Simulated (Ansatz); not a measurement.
# Sc12C: the cost of one run

All numbers below are computed with Ansatz 0.2.0 (DFT PBE+D3(BJ), plane waves, PAW, scalar-relativistic, no spin polarisation).

## 1. The system as given

The cell holds 13 atoms (CSc12): a = 6.620 Å, b = 9.930 Å, c = 5.276 Å, α = 90.00°, β = 90.00°, γ = 120.00°.

Coordinates:

```cif
data_structure
_symmetry_space_group_name_H-M 'P 1'
_symmetry_Int_Tables_number 1
_cell_length_a 6.6200
_cell_length_b 9.9300
_cell_length_c 5.2761
_cell_angle_alpha 90.000
_cell_angle_beta 90.000
_cell_angle_gamma 120.000
_cell_volume 300.37
loop_
_atom_site_label
_atom_site_type_symbol
_atom_site_fract_x
_atom_site_fract_y
_atom_site_fract_z
_atom_site_occupancy
Sc1 Sc 0.00000 0.00000 0.00000 1
Sc2 Sc 0.16667 0.22222 0.50000 1
Sc3 Sc 0.00000 0.33333 0.00000 1
Sc4 Sc 0.16667 0.55556 0.50000 1
Sc5 Sc 0.00000 0.66667 0.00000 1
Sc6 Sc 0.16667 0.88889 0.50000 1
Sc7 Sc 0.50000 0.00000 0.00000 1
Sc8 Sc 0.66667 0.22222 0.50000 1
Sc9 Sc 0.50000 0.33333 0.00000 1
Sc10 Sc 0.66667 0.55556 0.50000 1
Sc11 Sc 0.50000 0.66667 0.00000 1
Sc12 Sc 0.66667 0.88889 0.50000 1
C1 C 0.49698 0.00363 0.37405 1
```

## 2. Preparing the start

The input, input.yaml:

```yaml
accuracy: low
crystal:
  lattice:
    - [6.62, 0.0, 0.0]
    - [-4.965, 8.599632, 0.0]
    - [0.0, 0.0, 5.27614]
  atoms:
    - { symbol: Sc, position: [0.0, 0.0, 0.0] }
    - { symbol: Sc, position: [0.1666667, 0.2222222, 0.5] }
    - { symbol: Sc, position: [0.0, 0.3333333, 0.0] }
    - { symbol: Sc, position: [0.1666667, 0.5555556, 0.5] }
    - { symbol: Sc, position: [0.0, 0.6666667, 0.0] }
    - { symbol: Sc, position: [0.1666667, 0.8888889, 0.5] }
    - { symbol: Sc, position: [0.5, 0.0, 0.0] }
    - { symbol: Sc, position: [0.6666667, 0.2222222, 0.5] }
    - { symbol: Sc, position: [0.5, 0.3333333, 0.0] }
    - { symbol: Sc, position: [0.6666667, 0.5555556, 0.5] }
    - { symbol: Sc, position: [0.5, 0.6666667, 0.0] }
    - { symbol: Sc, position: [0.6666667, 0.8888889, 0.5] }
    - { symbol: C, position: [0.4969816, 0.0036312, 0.3740496] }
basis:
  ecutwfc: 420.0
kpoints:
  mp_grid: { grid: [2, 1, 2] }
hamiltonian:
  xc: pbe
  dispersion: d3bj
scf:
  occupations: { method: fermi_dirac, width: 0.15 }
  lower_state_search: "off"
relax:
  f_tol: 0.08
  max_steps: 25
  adjacent_minimum: "off"
```

Run with:

```bash
$ ansatz run input.yaml --threads 1 --pin off --max-ram 3072MiB --backend cpu --events-out ev --progress --plain --runs-dir out
```

Q: Estimate wall time and peak memory on 1 thread of Arm Neoverse V1, shared host.

About 27 s, with a peak of 0.53 GiB.
